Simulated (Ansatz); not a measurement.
# AlFGaH3OSi: the cost of one run

The runs use Ansatz 0.2.0, Gaussian basis; the settings change from run to run.

### Step 1. The geometry

The structure was relaxed beforehand with PBE0-D4 in a triple-zeta def2 set.

SMILES `F[SiH2][Al]1[O][GaH]1`, 8 atoms, charge 0, spin multiplicity 1.

Atoms are counted from 1 here; the program's logs count them from 0.

Bond lengths: F1–Si2 1.609 Å, Si2–Al3 2.476 Å, Si2–H6 1.489 Å, Si2–H7 1.488 Å, Al3–O4 1.707 Å, Al3–Ga5 2.349 Å, O4–Ga5 1.884 Å, Ga5–H8 1.567 Å. Angles: F1–Si2–Al3 108.7°, F1–Si2–H6 107.6°, F1–Si2–H7 107.6°, Al3–Si2–H6 112.2°, Al3–Si2–H7 112.2°, H6–Si2–H7 108.4°, Si2–Al3–O4 134.3°, Si2–Al3–Ga5 173.2°, O4–Al3–Ga5 52.5°, Al3–O4–Ga5 81.5°, Al3–Ga5–O4 46.0°, Al3–Ga5–H8 165.8°, O4–Ga5–H8 119.8°.

### Step 2. revPBE0/aug-pcseg-2

This run has a grid of angular degree 47, D3(BJ) with three-body dispersion, the search for lower states set to full.

Input file in.yaml:

```yaml
crystal:
  periodic: [false, false, false]
  atoms:
    - {symbol: F, position_ang: [0.007156, 2.159854, 2.013147]}
    - {symbol: Si, position_ang: [0.670831, 1.739399, 0.608661]}
    - {symbol: Al, position_ang: [-0.236097, -0.461852, -0.071448]}
    - {symbol: O, position_ang: [0.009612, -1.489322, -1.412421]}
    - {symbol: Ga, position_ang: [-1.246394, -2.541897, -0.482488]}
    - {symbol: H, position_ang: [0.351242, 2.807377, -0.377710]}
    - {symbol: H, position_ang: [2.146415, 1.703897, 0.800811]}
    - {symbol: H, position_ang: [-1.702756, -3.917447, -1.078552]}
basis:
  gaussian: {orbitals: aug-pcseg-2, final_grid: {core_spheres: 20, valence_spheres: 16, degree: 47}}
hamiltonian: {xc: {name: revPBE0}, dispersion: d3bjatm}
scf: {lower_state_search: full}
output: {forces: true}
```

Started as:

```bash
ansatz run in.yaml --threads 4 --pin off --events-out ev --progress --plain --max-ram 10444MiB
```

Q: Estimate wall time and peak memory on 4 threads of Intel Xeon Platinum 8488C, shared host.

About 14 s, with a peak of 1.6 GiB.
